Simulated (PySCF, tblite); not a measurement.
# C6H7B: geometry, infrared bands and NMR shifts

What infrared bands and NMR shifts should C6H7B (`BC#CC(=C)C=C`) show?

Computed with tblite 0.8.0 and PySCF 2.14.0, with density-fitted response routines of our own, on a single molecule in the gas phase. Atoms count from 0, in the outputs and in this text.

## (1) The starting structure

14 atoms, charge 0, multiplicity 1; geometry from: force field or distance geometry start.

Bonds of the start (Å): B0–C1 1.55, C1–C2 1.20, C2–C3 1.46, C3–C4 1.33, C3–C5 1.47, C5–C6 1.33, B0–H7 1.20, B0–H8 1.18, C4–H9 1.09, C4–H10 1.09, C5–H11 1.08, C6–H12 1.08, C6–H13 1.07.

## (2) Relaxing the molecule with GFN2-xTB

The job: settings as JSON, then the geometry in Å.

```
{"job": {"kind": "relax", "xc": "GFN2-xTB", "basis": "xTB"}, "charge": 0, "multiplicity": 1}
B      3.135600     0.565200    -0.306000
C      1.701100     0.090000     0.026400
C      0.595400    -0.300100     0.288900
C     -0.764500    -0.732800     0.575000
C     -1.037900    -1.976100     0.965800
C     -1.821400     0.285000     0.436300
C     -1.463600     1.503000     0.055600
H      3.447400     1.715400    -0.197400
H      4.001700    -0.232200    -0.266900
H     -2.078400    -2.234900     1.169400
H     -0.269800    -2.741000     1.066400
H     -2.862200     0.064300     0.636400
H     -2.165500     2.318100    -0.064400
H     -0.418500     1.675500    -0.127600
```

On the command line:

```bash
OMP_NUM_THREADS=1 python probes_run.py task.json out
```

This one command runs all jobs of the session in turn.

**Question.** This job is followed by: GFN2-xTB harmonic vibrations, gas phase; GIAO PBE0/pcSseg-1 NMR shielding, non-relativistic, gas phase. What will the session give for the following? strongest single infrared mode (GFN2-xTB); zero-point energy (GFN2-xTB); 13C shifts against TMS (PBE0/pcSseg-1); 1H shifts against TMS (PBE0/pcSseg-1, means over atoms taken as alike); 11B shifts against BF3·OEt2 (PBE0/pcSseg-1).

**Answer**, as computed:

| quantity | value |
| --- | --- |
| strongest single infrared mode (GFN2-xTB) | 2620 cm⁻¹, 175 km/mol |
| zero-point energy (GFN2-xTB) | 64.3 kcal/mol |
| 13C shifts against TMS (PBE0/pcSseg-1) | 150.7, 142.6, 141.6, 137.8, 129.0, 115.0 ppm |
| 1H shifts against TMS (PBE0/pcSseg-1, means over atoms taken as alike) | 6.84, 6.65, 6.35, 6.31, 6.17, 5.85 ppm |
| 11B shifts against BF3·OEt2 (PBE0/pcSseg-1) | 65.0 ppm |

**Reading.** Over 64 steps the energy fell by 0.264 eV; of the close pairs, B0–C1 changed most, 1.547 to 1.492 Å. The lowest mode is imaginary (31i cm⁻¹), so the xTB geometry is not a minimum. The strongest single mode, at 2620 cm⁻¹, moves mainly H7 and H8. Unscaled tight-binding wavenumbers are off by several per cent, some by more. Its intensities can rank the bands wrongly. At PBE0/pcSseg-1: The largest span, 239 ppm, is at C1, where the paramagnetic term is -187 ppm.
